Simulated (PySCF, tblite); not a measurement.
# C₇H₉BO₂: geometry, infrared bands and NMR shifts

Aim: predict the infrared bands and NMR shifts of C₇H₉BO₂ (`CC#CC#CB(O)OCC`).

The runs use tblite 0.8.0 and PySCF 2.14.0, with density-fitted response routines of our own; the level of theory stands in each step. All values are computed, except where a source is named. Atoms are numbered from 0 throughout.

## (1) The molecule as given

19 atoms, charge 0, multiplicity 1; geometry from: force field or distance geometry start.

Bonds of the start (Å): C0–C1 1.48, C1–C2 1.20, C2–C3 1.44, C3–C4 1.21, C4–B5 1.54, B5–O6 1.46, B5–O7 1.46, O7–C8 1.39, C8–C9 1.52, C0–H10 1.12, C0–H11 1.10, C0–H12 1.10, O6–H13 0.98, C8–H14 1.11, C8–H15 1.13, C9–H16 1.11, C9–H17 1.09, C9–H18 1.12.

## (2) Geometry optimisation with GFN2-xTB

Job settings and geometry (Å):

```
{"job": {"kind": "relax", "xc": "GFN2-xTB", "basis": "xTB"}, "charge": 0, "multiplicity": 1}
C      5.501100    -0.940100    -0.280300
C      4.090800    -0.492500    -0.213900
C      2.955300    -0.119800    -0.150000
C      1.601500     0.361900    -0.107400
C      0.460300     0.772700    -0.053600
B     -0.979000     1.329500    -0.023000
O     -1.531700     2.036800    -1.179100
O     -1.941900     0.643400     0.825600
C     -2.959900     0.190600    -0.004000
C     -4.070400    -0.552600     0.725800
H      5.635200    -1.711600    -1.082800
H      5.757800    -1.433800     0.668000
H      6.096200    -0.031400    -0.480900
H     -1.529100     1.497900    -1.998100
H     -2.545100    -0.429800    -0.830900
H     -3.451900     1.100600    -0.446600
H     -4.483700    -1.322300     0.036300
H     -3.715000    -1.044300     1.630700
H     -4.900400     0.153900     0.971700
```

Run with:

```sh
OMP_NUM_THREADS=1 python probes_run.py task.json out
```

One launch serves the whole session: the jobs run in the order shown.

**Question.** This job is followed by: GFN2-xTB harmonic vibrations, gas phase; GIAO PBE0/pcSseg-1 NMR shielding, non-relativistic, gas phase. Predict these results of the whole session: strongest single infrared mode (GFN2-xTB); zero-point energy (GFN2-xTB); ¹³C shifts against TMS (PBE0/pcSseg-1); ¹H shifts against TMS (PBE0/pcSseg-1, means over atoms taken as alike); ¹¹B shifts against BF3·OEt2 (PBE0/pcSseg-1); ¹⁷O shifts against H2O (PBE0/pcSseg-1).

As calculated:

| quantity | value |
| --- | --- |
| strongest single infrared mode (GFN2-xTB) | 1311 cm⁻¹, 543 km/mol |
| zero-point energy (GFN2-xTB) | 89.8 kcal/mol |
| ¹³C shifts against TMS (PBE0/pcSseg-1) | 91.4, 83.2, 81.6, 72.9, 62.1, 19.5, 5.6 ppm |
| ¹H shifts against TMS (PBE0/pcSseg-1, means over atoms taken as alike) | 4.38, 4.30, 2.15, 1.29 ppm |
| ¹¹B shifts against BF3·OEt2 (PBE0/pcSseg-1) | 17.4 ppm |
| ¹⁷O shifts against H2O (PBE0/pcSseg-1) | 141.6, 132.5 ppm |

**Reading.** Over 96 steps the energy fell by 1.671 eV; of the close pairs, B5–O7 changed most, 1.455 to 1.346 Å. The lowest mode is slightly imaginary (16i cm⁻¹), a soft motion within the noise of the Hessian, so the minimum is not strictly shown. The strongest single mode, at 1311 cm⁻¹, has its largest shares on B5, C4 and C1 (the list is cut at 3 atoms). GFN2-xTB is a fitted tight-binding method: band positions and strengths are rough. Its intensities can rank the bands wrongly.
